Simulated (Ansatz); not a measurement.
# CN2O: the cost of one run

Computed with Ansatz 0.2.0 (DFT PBE+D3(BJ), scalar-relativistic, plane waves, PAW, unless a step's input says otherwise).

2 further runs of the same task are left out: 2 set aside as unsound or not needed.

## (1) The structure to begin with

The structure is tetragonal, space group P-42_1m (No. 113). The conventional cell has a = 4.416 Å, b = 4.416 Å, c = 6.280 Å, α = 90.00°, β = 90.00°, γ = 90.00°. C (site symmetry 2mm) is surrounded by 1 O at 1.20 Å. Around N (site symmetry m) lie 1 N at 1.32 Å and 1 C at 1.38 Å. Around O (site symmetry 2mm) lie 1 C at 1.20 Å.

Structure file:

```cif
data_structure
_symmetry_space_group_name_H-M 'P 1'
_symmetry_Int_Tables_number 1
_cell_length_a 6.2452
_cell_length_b 6.2452
_cell_length_c 6.2799
_cell_angle_alpha 90.000
_cell_angle_beta 90.000
_cell_angle_gamma 90.000
_cell_volume 244.93
loop_
_atom_site_label
_atom_site_type_symbol
_atom_site_fract_x
_atom_site_fract_y
_atom_site_fract_z
_atom_site_occupancy
C1 C 0.75000 0.25000 0.36150 1
C2 C 0.25000 0.75000 0.36150 1
C3 C 0.25000 0.25000 0.63850 1
C4 C 0.75000 0.75000 0.63850 1
N1 N 0.14465 0.75000 0.16758 1
N2 N 0.64465 0.25000 0.16758 1
N3 N 0.25000 0.35535 0.83242 1
N4 N 0.75000 0.85535 0.83242 1
N5 N 0.85535 0.25000 0.16758 1
N6 N 0.35535 0.75000 0.16758 1
N7 N 0.75000 0.64465 0.83242 1
N8 N 0.25000 0.14465 0.83242 1
O1 O 0.75000 0.25000 0.55234 1
O2 O 0.25000 0.75000 0.55234 1
O3 O 0.25000 0.25000 0.44766 1
O4 O 0.75000 0.75000 0.44766 1
```

It goes back to an entry of the Materials Project, which need not be the stable form.

It is built from the cell relaxed beforehand with the same method (15.31 Å³/atom).

## (2) Reference: the perfect supercell

input.yaml reads:

```yaml
crystal:
  lattice:
    - [4.4160387714, -4.4160387714, 0.0]
    - [4.4160387714, 4.4160387714, 0.0]
    - [0.0, 0.0, 6.2799210054]
  atoms:
    - { symbol: C, position: [0.75, 0.25, 0.3615047159] }
    - { symbol: C, position: [0.25, 0.75, 0.3615047159] }
    - { symbol: C, position: [0.25, 0.25, 0.6384952841] }
    - { symbol: C, position: [0.75, 0.75, 0.6384952841] }
    - { symbol: "N", position: [0.1446453523, 0.75, 0.1675803297] }
    - { symbol: "N", position: [0.6446453523, 0.25, 0.1675803297] }
    - { symbol: "N", position: [0.25, 0.3553546477, 0.8324196703] }
    - { symbol: "N", position: [0.75, 0.8553546477, 0.8324196703] }
    - { symbol: "N", position: [0.8553546477, 0.25, 0.1675803297] }
    - { symbol: "N", position: [0.3553546477, 0.75, 0.1675803297] }
    - { symbol: "N", position: [0.75, 0.6446453523, 0.8324196703] }
    - { symbol: "N", position: [0.25, 0.1446453523, 0.8324196703] }
    - { symbol: O, position: [0.75, 0.25, 0.5523353433] }
    - { symbol: O, position: [0.25, 0.75, 0.5523353433] }
    - { symbol: O, position: [0.25, 0.25, 0.4476646567] }
    - { symbol: O, position: [0.75, 0.75, 0.4476646567] }
  symmetry: { detect: false }
basis:
  ecutwfc: 420
kpoints:
  mp_grid: { grid: [2, 2, 2], shift: [0.5, 0.5, 0.5] }
hamiltonian:
  xc: pbe
  dispersion: d3bj
scf:
  occupations: { method: gaussian, width: 0.02 }
output:
  forces: true
  stress: true
  eigenvalues: true
```

Started as:

```console
$ ansatz run input.yaml --threads 4 --pin off --max-ram 9216MiB --backend cpu --events-out ev --progress --plain --runs-dir out
```

What time and memory should one allow on 4 threads of Arm Neoverse V2, shared host?

About 1.4 s, with a peak of 0.53 GiB.
